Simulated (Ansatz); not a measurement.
# Ge: the cost of one run

Program: Ansatz 0.2.0. Level of theory: DFT r2SCAN, scalar-relativistic, plane waves, PAW. These are calculated values, not measurements.

## Step 1: The structure to begin with

The structure is orthorhombic, space group Cmcm (No. 63). Conventional cell: a = 2.976 Å, b = 5.189 Å, c = 4.728 Å, α = 90.00°, β = 90.00°, γ = 90.00°. Ge (site symmetry m2m) is surrounded by 12 Ge at 2.92 to 2.99 Å.

As a file:

```cif
data_structure
_symmetry_space_group_name_H-M 'P 1'
_symmetry_Int_Tables_number 1
_cell_length_a 2.9911
_cell_length_b 2.9911
_cell_length_c 4.7276
_cell_angle_alpha 90.000
_cell_angle_beta 90.000
_cell_angle_gamma 120.332
_cell_volume 36.51
loop_
_atom_site_label
_atom_site_type_symbol
_atom_site_fract_x
_atom_site_fract_y
_atom_site_fract_z
_atom_site_occupancy
Ge1 Ge 0.66655 0.33345 0.25000 1
Ge2 Ge 0.33345 0.66655 0.75000 1
```

It goes back to an entry of the Materials Project, which need not be the stable form.

The cell is taken as given, not relaxed at this level.

## Step 2: The undisturbed cell

File input.yaml:

```yaml
crystal:
  lattice:
    - [1.488052925, -2.59468961, 0.0]
    - [1.488052925, 2.59468961, 0.0]
    - [0.0, 0.0, 4.72759579]
  atoms:
    - { symbol: Ge, position: [0.66655337, 0.33344663, 0.25] }
    - { symbol: Ge, position: [0.33344663, 0.66655337, 0.75] }
basis:
  ecutwfc: 500
kpoints:
  mp_grid: { grid: [20, 20, 12] }
hamiltonian:
  xc: r2scan
scf:
  occupations: { method: gaussian, width: 0.15 }
output:
  forces: true
  stress: true
  eigenvalues: true
  write_density: true
  write_potential: true
  elf: true
  volumetric_format: npy
```

On the command line:

```
$ ansatz run input.yaml --threads 1 --pin off --max-ram 2560MiB --backend cpu --events-out ev --progress --plain --runs-dir out
```

**Question.** How long does this run take on 1 thread of Intel Xeon at 2.50GHz (Skylake/Cascade Lake), shared host, and how much memory does it need?

About 1.7 min, with a peak of 0.84 GiB.
